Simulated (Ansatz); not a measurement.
# Ga (diamond type): how the settings move a single-point run

Aim: see which settings change the result for Ga (diamond type), by how much, and at what cost.

Program: Ansatz 0.2.0. Level of theory: reference: DFT, PBEsol, all-electron LAPW, scalar-relativistic. These are calculated values, not measurements.

1 further run of the same task is left out (it didn't finish). Runs told in other sessions of the task aren't counted.

### 1 The starting structure

It takes space group Fd-3m (No. 227, cubic). The conventional cell has a = 4.632 Å, b = 4.632 Å, c = 4.632 Å, α = 90.00°, β = 90.00°, γ = 90.00°. Around Ga (site symmetry -43m) lie 4 Ga at 2.01 Å.

As a file:

```xyz
2
Lattice="0.0000 2.3162 2.3162 2.3162 0.0000 2.3162 2.3162 2.3162 0.0000" Properties=species:S:1:pos:R:3 pbc="T T T"
Ga   -0.5790   -0.5790   -0.5790
Ga    0.5790    0.5790    0.5790
```

### 2 Baseline

input.yaml reads:

```yaml
crystal:
  lattice:
    - [0.0, 2.3161760614, 2.3161760614]
    - [2.3161760614, 0.0, 2.3161760614]
    - [2.3161760614, 2.3161760614, 0.0]
  atoms:
    - { symbol: Ga, position: [-0.125, -0.125, -0.125] }
    - { symbol: Ga, position: [0.125, 0.125, 0.125] }
kpoints:
  mp_grid: { grid: [13, 13, 13] }
scf:
  occupations: { method: fermi_dirac, width: 0.08 }
hamiltonian:
  xc: pbesol
  pseudopotentials: { kind: all_electron, lapw: { basis_error: 0.001 } }
output:
  forces: true
  stress: true
  eigenvalues: true
  populations: true
```

Launch:

```sh
$ ansatz run input.yaml --threads 1 --pin off --max-ram 2048MiB --backend cpu --events-out ev --progress --plain --runs-dir out
```

### 3 Changed: lower_state_search standard, dispersion d4

input.yaml, as its differences from that of step 2:

```diff
@@ -12,2 +12,3 @@
   occupations: { method: fermi_dirac, width: 0.08 }
+  lower_state_search: standard
 hamiltonian:
@@ -15,2 +16,3 @@
   pseudopotentials: { kind: all_electron, lapw: { basis_error: 0.001 } }
+  dispersion: d4
 output:
```

Q: Predict the outcome of this session. Wanted: for each run, ending; energy change; pressure; gap; force.

**Answer**, as computed:

```tsv
run	ending	energy change	pressure (GPa)	gap (eV)	force (eV/Å)	cycles	time
reference	converged	0	127.3	0.00	0.00	6	24 s
1: lower_state_search standard, dispersion d4	converged	-408.5 meV/atom (dispersion and other settings together)	122.6	0.00	0.00	6	23 s
```

Residual by cycle in the longest SCF loop of each run; runs are numbered as in the table. The quantity is the density residual dr2, in eV.

```tsv
cycle	reference	run 1
1	0.0989	0.0989
2	0.0392	0.0392
3	0.0109	0.0109
4	2.2e-4	2.2e-4
5	1.7e-6	1.7e-6
6	4.4e-9	4.4e-9
```

**Reading.** The energy moves by -408.5 meV/atom, nearly all of it the dispersion term itself (-408.5 meV/atom); that offset belongs to the model and is no gain or loss of stability; the pressure goes from 127.3 to 122.6 GPa. The structure is not at rest: the sound run finds 127 GPa, so these are no properties of the relaxed crystal. 
